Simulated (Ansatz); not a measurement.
# CH5GeNO: how energies converge with the basis set

The task here is to estimate one member of a computed series from the others.

The runs use Ansatz 0.2.0, Gaussian basis; one geometry, several basis sets.

Levels to be run: PBE0-D4/def2-SVP; ωB97M-V/def2-SVP; PBE0-D4/def2-QZVPP; ωB97M-V/def2-QZVPP; the functionals' def2-TZVPP values are taken from earlier runs.

## The relaxed structure

All runs share one geometry, relaxed beforehand with PBE0-D4 in a triple-zeta def2 set.

9 atoms, charge 0, spin multiplicity 1.

Atoms are counted from 1 here; the program's logs count them from 0.

Bond lengths: C1–O2 1.404 Å, C1–H5 1.099 Å, C1–H6 1.095 Å, C1–H7 1.095 Å, O2–Ge3 1.798 Å, Ge3–N4 1.812 Å, N4–H8 1.006 Å, N4–H9 1.009 Å. Angles: O2–C1–H5 112.9°, O2–C1–H6 110.0°, O2–C1–H7 110.0°, H5–C1–H6 107.9°, H5–C1–H7 107.9°, H6–C1–H7 108.1°, C1–O2–Ge3 120.8°, O2–Ge3–N4 93.4°, Ge3–N4–H8 123.7°, Ge3–N4–H9 122.6°, H8–N4–H9 113.7°.

Set-up of the first run:

Input file in.yaml:

```yaml
crystal:
  periodic: [false, false, false]
  atoms:
    - {symbol: C, position_ang: [0.387044, 1.145658, -1.248396]}
    - {symbol: O, position_ang: [0.026578, 0.444569, -0.087166]}
    - {symbol: Ge, position_ang: [0.058996, -1.352683, -0.047933]}
    - {symbol: N, position_ang: [-0.500421, -1.433423, 1.674013]}
    - {symbol: H, position_ang: [0.677016, 0.482365, -2.075491]}
    - {symbol: H, position_ang: [-0.451879, 1.761325, -1.589679]}
    - {symbol: H, position_ang: [1.232354, 1.809214, -1.037631]}
    - {symbol: H, position_ang: [-0.642021, -2.294445, 2.174760]}
    - {symbol: H, position_ang: [-0.699167, -0.608880, 2.220422]}
basis:
  gaussian: {orbitals: def2-SVP}
hamiltonian: {xc: pbe0, dispersion: d4}
output: {orbitals: {seedname: orbitals}}
```

On the command line:

```console
> ansatz run in.yaml --threads 4 --pin off --events-out ev --progress --plain --max-ram 10444MiB
```

Among the steps run: PBE0-D4 in def2-SVP; ωB97M-V in def2-SVP; PBE0-D4 in def2-QZVPP; ωB97M-V in def2-QZVPP.

One of the session's tables, all rows but one given; the rest of the session is left out.

It belongs to the step «Functionals by basis». 

| functional | basis | HOMO (eV) |
| --- | --- | --- |
| PBE0-D4 | def2-SVP | -6.83 |
| PBE0-D4 | def2-TZVPP | ? |
| PBE0-D4 | def2-QZVPP | -7.04 |
| ωB97M-V | def2-SVP | -9.04 |
| ωB97M-V | def2-TZVPP | -9.19 |
| ωB97M-V | def2-QZVPP | -9.26 |

Estimate the missing values for PBE0-D4, def2-TZVPP.

**Answer.** HOMO (eV): -6.96. In the column «HOMO (eV)» it lies between PBE0-D4, def2-QZVPP (-7.04) and PBE0-D4, def2-SVP (-6.83).
